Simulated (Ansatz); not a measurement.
# F₂GaH₃OSi: up Jacob's ladder to CCSD(T)

An exercise on one series of results from a longer session: the logs are not shown, and one member is left open.

Method: functionals in def2-TZVPP, the program's frozen cores in correlated methods; program: Ansatz 0.2.0, Gaussian basis.

Plan: LDA (SPW92), PBE-D4, revPBE-D4, BLYP-D4, r2SCAN-D4, B97M-V, PBE0-D4, B3LYP-D4, r2SCANh-D4, r2SCAN0-D4, HSE06-D4, BHLYP-D4, CAM-B3LYP-D4, LC-ωPBE, ωB97X-V, ωB97M-V, B2PLYP, PBE-QIDH; CCSD(T)/def2-SVP; CCSD(T)/def2-TZVPP; MP2/def2-QZVPP; extrapolation to the limit; RPA on PBE.

### Structure used throughout

All runs share one geometry, relaxed beforehand with PBE0-D4 in a triple-zeta def2 set.

8 atoms, charge 0, spin multiplicity 1.

Atoms are counted from 1 here; the program's logs count them from 0.

Bond lengths: F1–Ga2 1.733 Å, Ga2–F3 1.728 Å, Ga2–O4 1.744 Å, O4–Si5 1.645 Å, Si5–H6 1.486 Å, Si5–H7 1.486 Å, Si5–H8 1.483 Å. Angles: F1–Ga2–F3 117.4°, F1–Ga2–O4 122.0°, F3–Ga2–O4 120.7°, Ga2–O4–Si5 138.9°, O4–Si5–H6 110.5°, O4–Si5–H7 110.4°, O4–Si5–H8 107.5°, H6–Si5–H7 109.0°, H6–Si5–H8 109.7°, H7–Si5–H8 109.7°.

Set-up of the first run:

The input, in.yaml:

```yaml
crystal:
  periodic: [false, false, false]
  atoms:
    - {symbol: F, position_ang: [0.130109, -2.236736, 1.454630]}
    - {symbol: Ga, position_ang: [1.184768, -1.113505, 0.660475]}
    - {symbol: F, position_ang: [2.883277, -1.413702, 0.757787]}
    - {symbol: O, position_ang: [0.574826, 0.270808, -0.207109]}
    - {symbol: Si, position_ang: [-0.870981, 0.961461, -0.578525]}
    - {symbol: H, position_ang: [-1.630544, 1.276302, 0.659775]}
    - {symbol: H, position_ang: [-1.681025, 0.044126, -1.421980]}
    - {symbol: H, position_ang: [-0.590431, 2.211236, -1.325034]}
basis:
  gaussian: {orbitals: def2-TZVPP}
hamiltonian: {xc: lda}
output: {orbitals: {seedname: orbitals}}
```

Started as:

```sh
$ ansatz run in.yaml --threads 4 --pin off --events-out ev --progress --plain --max-ram 10444MiB
```

Among the steps run: LDA; PBE-D4 (GGA); revPBE-D4 (GGA); BLYP-D4 (GGA); r2SCAN-D4 (meta-GGA); B97M-V (meta-GGA); PBE0-D4 (hybrid); B3LYP-D4 (hybrid); r2SCANh-D4 (hybrid); r2SCAN0-D4 (hybrid); HSE06-D4 (hybrid); BHLYP-D4 (hybrid); CAM-B3LYP-D4 (range-separated); LC-ωPBE (range-separated); ωB97X-V (range-separated); ωB97M-V (range-separated); B2PLYP (double hybrid); PBE-QIDH (double hybrid).

One table of the session follows, with a row left open; its other results are not shown here.

It belongs to the step «Orbital energies across the functionals». 

```
  functional  HOMO (eV)  LUMO (eV)  gap (eV)
 LDA (SPW92)      -7.92      -3.30      4.62
      PBE-D4          ?          ?         ?
   revPBE-D4      -7.76      -2.79      4.97
     BLYP-D4      -7.74      -2.96      4.78
   r2SCAN-D4      -8.18      -2.62      5.55
      B97M-V      -8.25      -2.88      5.38
     PBE0-D4      -9.25      -1.96      7.30
    B3LYP-D4      -9.06      -2.34      6.72
  r2SCANh-D4      -8.71      -2.27      6.43
  r2SCAN0-D4      -9.50      -1.76      7.74
    HSE06-D4      -8.85      -2.33      6.52
    BHLYP-D4     -10.65      -1.10      9.55
CAM-B3LYP-D4     -10.71      -1.04      9.67
     LC-ωPBE     -12.06       0.40     12.46
     ωB97X-V     -11.71       0.18     11.90
     ωB97M-V     -11.55      -0.07     11.48
```

Estimate the missing values for PBE-D4.

The run gave: HOMO (eV): -7.81; LUMO (eV): -2.96; gap (eV): 4.86. In the column «HOMO (eV)» it lies between LDA (SPW92) (-7.92) and revPBE-D4 (-7.76).
